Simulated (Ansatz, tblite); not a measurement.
**C24H14O6: a ladder of methods and basis sets**

How do method and basis change the picture of C24H14O6 (singlet)?

Method: as each input shows; program: Ansatz 0.2.0, Gaussian basis.

The runs, in order: GFN1-xTB, GFN2-xTB, PBE-D4/def2-TZVP, r2SCAN-D4/def2-TZVP, PBE-D4/def2-SVP, PBE0-D4/def2-SVP.

1 further run of the same task is left out (set aside as unsound or not needed). Runs told in other sessions of the task aren't counted.

## 1. The structure

The singlet was relaxed beforehand with r2SCAN-D4/def2-SVP.

SMILES `c1coc(-c2ccc(-c3ccc(-c4ccc(-c5ccc(-c6ccco6)o5)o4)o3)o2)c1`, 44 atoms, charge 0, spin multiplicity 1.

Bond lengths: C1–C2 1.369 Å, C1–C30 1.427 Å, C1–H31 1.089 Å, C2–O3 1.359 Å, C2–H32 1.087 Å, O3–C4 1.362 Å, C4–C5 1.430 Å, C4–C30 1.380 Å, C5–C6 1.382 Å, C5–O29 1.363 Å, C6–C7 1.419 Å, C6–H33 1.088 Å, C7–C8 1.383 Å, C7–H34 1.088 Å, C8–C9 1.426 Å, C8–O29 1.365 Å, C9–C10 1.383 Å, C9–O28 1.364 Å and more. Angles: C2–C1–C30 106.3°, C2–C1–H31 126.4°, C30–C1–H31 127.3°, C1–C2–O3 110.4°, C1–C2–H32 133.9°, O3–C2–H32 115.7°, C2–O3–C4 107.3°, O3–C4–C5 116.9°, O3–C4–C30 110.0°, C5–C4–C30 133.1°, C4–C5–C6 133.2°, C4–C5–O29 116.8°, C6–C5–O29 110.0°, C5–C6–C7 106.4°, C5–C6–H33 125.6°, C7–C6–H33 128.0°, C6–C7–C8 106.3°, C6–C7–H34 128.0° and more.

PBE0-D4/def2-TZVP was run before; its log isn't repeated, and its numbers join the tables.

## 2. GFN1-xTB

Tight binding, by tblite at 300 K electronic temperature and without a spin-polarisation term:

```python
tblite.interface.Calculator('GFN1-xTB', numbers, positions, charge=0, uhf=0).singlepoint()
```

Energy -2352.3711 eV, HOMO -10.26 eV, LUMO -8.34 eV; 0.083 s.

## 3. GFN2-xTB

Tight binding, by tblite at 300 K electronic temperature and without a spin-polarisation term:

```python
tblite.interface.Calculator('GFN2-xTB', numbers, positions, charge=0, uhf=0).singlepoint()
```

Energy -2256.3183 eV, HOMO -9.56 eV, LUMO -7.59 eV; 0.076 s.

## 4. PBE-D4/def2-TZVP

start.molden holds the orbitals of an earlier run on this state, given as this run's starting guess.

Contents of in.yaml:

```yaml
crystal:
  periodic: [false, false, false]
  atoms:
    - {symbol: C, position_ang: [9.458609, -1.067790, 0.565363]}
    - {symbol: C, position_ang: [9.783614, -0.018341, -0.252031]}
    - {symbol: O, position_ang: [8.659343, 0.600001, -0.698369]}
    - {symbol: C, position_ang: [7.594202, -0.058609, -0.161682]}
    - {symbol: C, position_ang: [6.293409, 0.428741, -0.502032]}
    - {symbol: C, position_ang: [5.851263, 1.471073, -1.293812]}
    - {symbol: C, position_ang: [4.433340, 1.444947, -1.235045]}
    - {symbol: C, position_ang: [4.097426, 0.387338, -0.410083]}
    - {symbol: C, position_ang: [2.853780, -0.148283, 0.037004]}
    - {symbol: C, position_ang: [2.526649, -1.208524, 0.863122]}
    - {symbol: C, position_ang: [1.110937, -1.242136, 0.929159]}
    - {symbol: C, position_ang: [0.658441, -0.201343, 0.137838]}
    - {symbol: C, position_ang: [-0.645427, 0.271317, -0.191383]}
    - {symbol: C, position_ang: [-1.108323, 1.309265, -0.980399]}
    - {symbol: C, position_ang: [-2.524006, 1.266714, -0.908383]}
    - {symbol: C, position_ang: [-2.840288, 0.204997, -0.080176]}
    - {symbol: C, position_ang: [-4.075591, -0.342185, 0.376155]}
    - {symbol: C, position_ang: [-4.389470, -1.403769, 1.205498]}
    - {symbol: C, position_ang: [-5.804989, -1.446578, 1.276373]}
    - {symbol: C, position_ang: [-6.270001, -0.409607, 0.487330]}
    - {symbol: C, position_ang: [-7.589012, 0.050666, 0.166829]}
    - {symbol: C, position_ang: [-8.847392, -0.384694, 0.535978]}
    - {symbol: C, position_ang: [-9.772525, 0.485913, -0.111155]}
    - {symbol: C, position_ang: [-9.020887, 1.382564, -0.823634]}
    - {symbol: O, position_ang: [-7.698580, 1.126736, -0.660321]}
    - {symbol: O, position_ang: [-5.217083, 0.260851, -0.059240]}
    - {symbol: O, position_ang: [-1.698834, -0.401267, 0.356809]}
    - {symbol: O, position_ang: [1.718032, 0.465150, -0.405279]}
    - {symbol: O, position_ang: [5.228937, -0.231606, 0.036077]}
    - {symbol: C, position_ang: [8.033476, -1.100266, 0.629306]}
    - {symbol: H, position_ang: [10.156726, -1.738608, 1.063319]}
    - {symbol: H, position_ang: [10.723360, 0.402031, -0.601455]}
    - {symbol: H, position_ang: [6.485836, 2.162410, -1.844334]}
    - {symbol: H, position_ang: [3.730536, 2.111687, -1.730156]}
    - {symbol: H, position_ang: [3.235782, -1.871276, 1.354499]}
    - {symbol: H, position_ang: [0.482634, -1.936709, 1.482621]}
    - {symbol: H, position_ang: [-0.487797, 2.008261, -1.537215]}
    - {symbol: H, position_ang: [-3.240531, 1.924250, -1.396317]}
    - {symbol: H, position_ang: [-3.674548, -2.061547, 1.694999]}
    - {symbol: H, position_ang: [-6.417413, -2.150371, 1.836969]}
    - {symbol: H, position_ang: [-9.073389, -1.224738, 1.190135]}
    - {symbol: H, position_ang: [-10.859303, 0.451775, -0.055888]}
    - {symbol: H, position_ang: [-9.262359, 2.224724, -1.467497]}
    - {symbol: H, position_ang: [7.401407, -1.793152, 1.180535]}
basis:
  gaussian: {orbitals: def2-TZVP, fitting: {mean_field: def2-universal-jkfit}, initial_orbitals: start.molden}
hamiltonian: {xc: pbe, dispersion: d4}
scf: {omitted_lower_state_checks: [starts]}
output: {forces: true, orbitals: {seedname: orbitals}}
```

Run with:

```bash
$ ansatz run in.yaml --threads 2 --pin off --events-out ev --progress --plain --max-ram 20480MiB --backend cuda --devices 0, --max-vram 18GiB
```

Further steps of the session: r2SCAN-D4/def2-TZVP; PBE-D4/def2-SVP; PBE0-D4/def2-SVP.

**Question.** What will the summary of the whole plan be? Wanted: gap in def2-TZVP, named functionals, smallest and largest; binding an atom, functionals in def2-TZVP; PBE0 total energy, smallest basis above largest.

**Answer**, as computed:

| quantity | value |
| --- | --- |
| gap in def2-TZVP, named functionals, smallest and largest | 1.81 eV (PBE-D4), 3.12 eV (PBE0-D4) |
| binding an atom, functionals in def2-TZVP | 5.38 (r2SCAN-D4) to 5.60 eV (PBE-D4) |
| PBE0 total energy, smallest basis above largest | 40.28 eV (def2-SVP, def2-TZVP) |

Orbital gaps of the named functionals in def2-TZVP span 1.81 eV (PBE-D4) to 3.12 eV (PBE0-D4); exact exchange widens it.
